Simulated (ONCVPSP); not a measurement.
# Pseudopotential generation for C: ONCV, PBE

Do these settings give a usable potential? It is generated, then checked for transferability, scattering, ghosts and hardness.

The numbers are computed with ONCVPSP 4.0.1.1 (patched build) (PBE, scalar-relativistic, spin-unpolarised reference atom).

**1. The design**

Typed settings, in words:

```json
{
 "element": "carbon (C, Z = 6)",
 "type": "optimised norm-conserving Vanderbilt (ONCV)",
 "frozen core": "[He]",
 "valence charge": "4",
 "reference configuration": "2s2 2p1.5 (charge +0.5)",
 "partial waves": "2s: rc 1.10 bohr, ncon 4, nbas 7, qcut 5.5 1/bohr, 2 projectors, debl 3.7 Ha; 2p: rc 2.70 bohr, ncon 4, nbas 8, qcut 6.2 1/bohr, 2 projectors, debl 3 Ha",
 "local potential": "polynomial inside 0.75 bohr (lpopt 5, dvloc0 6 Ha)",
 "core correction": "not asked for"
}
```

**2. Generating the potential**

The input, C.dat:

```
# ATOM AND REFERENCE CONFIGURATION
# atsym  z   nc   nv     iexc    psfile
  C 6.00    1    2        4      upf
#
#   n    l    f
    1    0    2.00
    2    0    2.00
    2    1    1.50
#
# PSEUDOPOTENTIAL AND OPTIMIZATION
# lmax
    1
#
#   l,   rc,      ep,       ncon, nbas, qcut
    0    1.10    0.00    4    7    5.50
    1    2.70    0.00    4    8    6.20
#
# LOCAL POTENTIAL
# lloc, lpopt,  rc(5),   dvloc0
    4    5    0.75    6.00
#
# VANDERBILT-KLEINMAN-BYLANDER PROJECTORs
# l, nproj, debl
    0    2    3.70
    1    2    3.00
#
# MODEL CORE CHARGE
# icmod, fcfact, rcfact
    0    0.00    0.00
#
# LOG DERIVATIVE ANALYSIS
# epsh1, epsh2, depsh
   -2.00    5.00    0.02
#
# OUTPUT GRID
# rlmax, drl
    6.00    0.01
#
# TEST CONFIGURATIONS
# ncnf
    4
# nvcnf
#   n    l    f
    2
    2    0    2.00
    2    1    2.00
#
    2
    2    0    2.00
    2    1    1.00
#
    2
    2    0    2.00
    2    1    0.00
#
    2
    2    0    0.00
    2    1    4.00
#
```

On the command line:

```sh
oncvpsp.x < C.dat > C.out
```

What does the calculation give? Wanted: cutoffs for 1 and 0.1 mHa per electron, occupied waves; bound ghosts; GHOST(+) flags; largest test error; largest phase difference near zero energy, channels read.

**Answer**, as computed:

| quantity | value |
| --- | --- |
| cutoffs for 1 and 0.1 mHa per electron, occupied waves | 33 Ha and 87 Ha |
| bound ghosts | none found |
| GHOST(+) flags | none at low energy |
| largest test error (AE − PS) | +501 meV, for 2s2 2p0 |
| largest phase difference near zero energy, channels read | 0.058 rad |

The worst unpolarised test, 2s2 2p0, is off by 501 meV on 31.1 eV; by total energies transferability rates as poor. By its cutoff, 33 Ha for the looser tolerance, it is of middling hardness. The tighter tolerance needs 87 Ha, and converged work needs a cutoff nearer that. At the looser tolerance the 2s wave is the slowest; 2p needs 11 Ha. It is free of bound ghosts as far as tested. Near zero energy the largest phase difference among the channels read is 0.06 rad, in the p channel. All of this concerns the isolated atom, not yet a solid.
